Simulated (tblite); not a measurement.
# C6H13ClGeO: the cost of one run

Computed with tblite 0.8.0 and PySCF 2.14.0, with density-fitted response routines of our own, on a single molecule in the gas phase. Atoms are numbered from 0 throughout.

**1. The molecule as given**

22 atoms, charge 0, multiplicity 1; geometry from: force field or distance geometry start.

Bonds of the start (Å): C0–C1 1.49, C1–C2 1.34, C2–C3 1.49, C3–C4 1.51, C4–Cl5 1.77, C2–O6 1.38, O6–Ge7 1.80, Ge7–C8 1.95, C0–H9 1.11, C0–H10 1.11, C0–H11 1.11, C1–H12 1.07, C3–H13 1.09, C3–H14 1.11, C4–H15 1.11, C4–H16 1.10, Ge7–H17 1.54, Ge7–H18 1.54, C8–H19 1.11, C8–H20 1.10, C8–H21 1.11.

**2. Geometry optimisation with GFN2-xTB**

The job: settings as JSON, then the geometry in Å.

```
{"job": {"kind": "relax", "xc": "GFN2-xTB", "basis": "xTB"}, "charge": 0, "multiplicity": 1}
C     -1.060200     2.537400     0.301400
C     -1.545700     1.336900    -0.441500
C     -0.916800     0.161500    -0.350100
C     -1.394100    -1.039000    -1.093800
C     -1.722300    -2.138700    -0.115100
Cl    -0.255000    -2.528500     0.802600
O      0.214100     0.007500     0.429400
Ge     1.874200    -0.190000    -0.228700
C      3.111100    -0.094700     1.278600
H     -0.319500     3.088000    -0.321200
H     -0.514600     2.252300     1.225200
H     -1.949800     3.169000     0.494900
H     -2.429900     1.440600    -1.037700
H     -2.233900    -0.822000    -1.756500
H     -0.548900    -1.387600    -1.723700
H     -2.019700    -3.080800    -0.631100
H     -2.522400    -1.843800     0.586000
H      2.261300     0.921800    -1.223700
H      2.083000    -1.527900    -0.955600
H      4.009700     0.506100     1.045500
H      3.334900    -1.119100     1.604300
H      2.534000     0.370300     2.110100
```

Run with:

```console
$ OMP_NUM_THREADS=1 python probes_run.py task.json out
```

This one command runs all jobs of the session in turn.

**Question.** How long does this first job take on 1 thread of Arm Neoverse V1, shared host, and how much memory does it need?

About 2.4 s, with a peak of 0.18 GiB.
